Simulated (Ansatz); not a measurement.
# BN: lattice vibrations

How does the lattice vibrate, and how do the modes shift with volume? Displacements sample a 1×1×1 mesh. Runs: cell and atoms relaxed (PAW); reference run (PAW); volume scaled by 0.980 (PAW); volume scaled by 1.020 (PAW); mode Grüneisen parameters (PAW); linear response at the zone centre with the field response (PAW); displacement of 0.002 Å (PAW).

The COD entry's cell or inner coordinates are ideal or old and differ from later refinements, so a difference from it is no clean test against experiment.

Computed with Ansatz 0.2.0 (DFT r²SCAN, frozen-core PAW, scalar-relativistic unless said, unless a step's input says otherwise).

1 further run of the same task is left out (set aside as unsound or not needed).

**1. The structure to begin with**

It takes space group P6_3/mmc (No. 194, hexagonal). The conventional cell has a = 2.498 Å, b = 2.498 Å, c = 6.636 Å, α = 90.00°, β = 90.00°, γ = 120.00°. Around B (site symmetry -6m2) lie 3 N at 1.44 Å. N (site symmetry -6m2) has 3 B at 1.44 Å as nearest neighbours.

Structure file:

```cif
data_structure
_symmetry_space_group_name_H-M 'P6_3/mmc'
_symmetry_Int_Tables_number 194
_cell_length_a 2.4982
_cell_length_b 2.4982
_cell_length_c 6.6357
_cell_angle_alpha 90.000
_cell_angle_beta 90.000
_cell_angle_gamma 120.000
_cell_volume 35.87
loop_
_atom_site_label
_atom_site_type_symbol
_atom_site_symmetry_multiplicity
_atom_site_Wyckoff_symbol
_atom_site_fract_x
_atom_site_fract_y
_atom_site_fract_z
_atom_site_occupancy
B1 B 2 c 0.33333 0.66667 0.25000 1
N1 N 2 d 0.33333 0.66667 0.75000 1
```

Cartesian axes are those of the input's lattice vectors. The structure goes back to a database entry.

**2. Cell and atoms relaxed, PAW**

input.yaml

```yaml
crystal:
  lattice:
    - [2.49824000002, 0.0, 0.0]
    - [-1.24912000001, 2.16353930477, 0.0]
    - [0.0, 0.0, 6.6357]
  atoms:
    - { symbol: B, position: [0.333333333333, 0.666666666667, 0.25] }
    - { symbol: B, position: [0.666666666667, 0.333333333333, 0.75] }
    - { symbol: "N", position: [0.333333333333, 0.666666666667, 0.75] }
    - { symbol: "N", position: [0.666666666667, 0.333333333333, 0.25] }
kpoints:
  mp_grid: { grid: [16, 16, 6] }
scf:
  occupations: { method: fermi_dirac, width: 0.1 }
hamiltonian:
  xc: r2scan
  pseudopotentials: { kind: paw }
relax:
  f_tol: 0.002
  max_steps: 80
  cell: {}
output:
  forces: true
  stress: true
```

On the command line:

```bash
$ ansatz run input.yaml --threads 1 --pin off --max-ram 3072MiB --backend cpu --events-out ev --progress --plain --runs-dir out
```

**3. Reference run, PAW**

input.yaml

```yaml
crystal:
  lattice:
    - [2.50094019014, 0.0, 0.0]
    - [-1.25047009507, 2.16587773801, 0.0]
    - [0.0, 0.0, 6.87212197545]
  atoms:
    - { symbol: B, position: [0.333333333333, 0.666666666667, 0.25] }
    - { symbol: B, position: [0.666666666667, 0.333333333333, 0.75] }
    - { symbol: "N", position: [0.333333333333, 0.666666666667, 0.75] }
    - { symbol: "N", position: [0.666666666667, 0.333333333333, 0.25] }
kpoints:
  mp_grid: { grid: [10, 10, 4] }
scf:
  occupations: { method: fixed }
hamiltonian:
  xc: r2scan
  pseudopotentials: { kind: paw }
phonons:
  supercell: [1, 1, 1]
```

**4. Volume scaled by 0.980, PAW**

input.yaml, as its differences from that of step 3:

```diff
@@ -2,5 +2,5 @@
   lattice:
-    - [2.50094019014, 0.0, 0.0]
-    - [-1.25047009507, 2.16587773801, 0.0]
-    - [0.0, 0.0, 6.87212197545]
+    - [2.4841548509, 0.0, 0.0]
+    - [-1.24207742545, 2.15134120781, 0.0]
+    - [0.0, 0.0, 6.82599896174]
   atoms:
```

**5. Volume scaled by 1.020, PAW**

input.yaml, as its differences from that of step 4:

```diff
@@ -2,5 +2,5 @@
   lattice:
-    - [2.4841548509, 0.0, 0.0]
-    - [-1.24207742545, 2.15134120781, 0.0]
-    - [0.0, 0.0, 6.82599896174]
+    - [2.51750319065, 0.0, 0.0]
+    - [-1.25875159533, 2.18022171721, 0.0]
+    - [0.0, 0.0, 6.91763404336]
   atoms:
```

**7. Linear response at the zone centre with the field response, PAW**

input.yaml, as its differences from that of step 5:

```diff
@@ -2,5 +2,5 @@
   lattice:
-    - [2.51750319065, 0.0, 0.0]
-    - [-1.25875159533, 2.18022171721, 0.0]
-    - [0.0, 0.0, 6.91763404336]
+    - [2.50094019014, 0.0, 0.0]
+    - [-1.25047009507, 2.16587773801, 0.0]
+    - [0.0, 0.0, 6.87212197545]
   atoms:
@@ -18,2 +18,4 @@
 phonons:
-  supercell: [1, 1, 1]
+  method: dfpt
+  dielectric: true
+  rigid_motions: translations
```

**8. Displacement of 0.002 Å, PAW**

input.yaml, as its differences from that of step 7:

```diff
@@ -18,4 +18,3 @@
 phonons:
-  method: dfpt
-  dielectric: true
-  rigid_motions: translations
+  supercell: [1, 1, 1]
+  amplitude: 0.002
```

(Steps that only read results are left out.)

**Question.** What will these runs give? Wanted: highest mode on the mesh, without the LO shift; optical modes at Γ; ε∞.

The runs gave:

| quantity | value |
| --- | --- |
| highest mode on the mesh, without the LO shift (PAW) | 1369 cm⁻¹ |
| optical modes at Γ | 40 (E2g), 94 (B1g), 774 (A2u), 824 (B1g), 1369 (E1u), 1369 (E2g) cm⁻¹ |
| mean Grüneisen parameter at 300 K (PAW) | 1.03 |
| ε∞ | 4.31, 4.31, 2.51 |

No mode at Γ is unstable, and no other wavevector was sampled; the highest lies at 1369 cm⁻¹ by PAW. Weighted by heat capacity at 300 K the mean Grüneisen parameter of the sampled modes is 1.03; optical modes at Γ alone don't fix the expansion. Some modes have negative γ and soften under compression. With the field of the polar modes, the highest mode near Γ lies at 1618 cm⁻¹. Each set of modes is computed in the harmonic approximation. Cautions: frozen-core PAW files fitted under PBE, their cores solved anew for the functional of the run; no dispersion correction, so the spacing and stiffness between layers or molecules are poor; zone-boundary modes aren't tested.
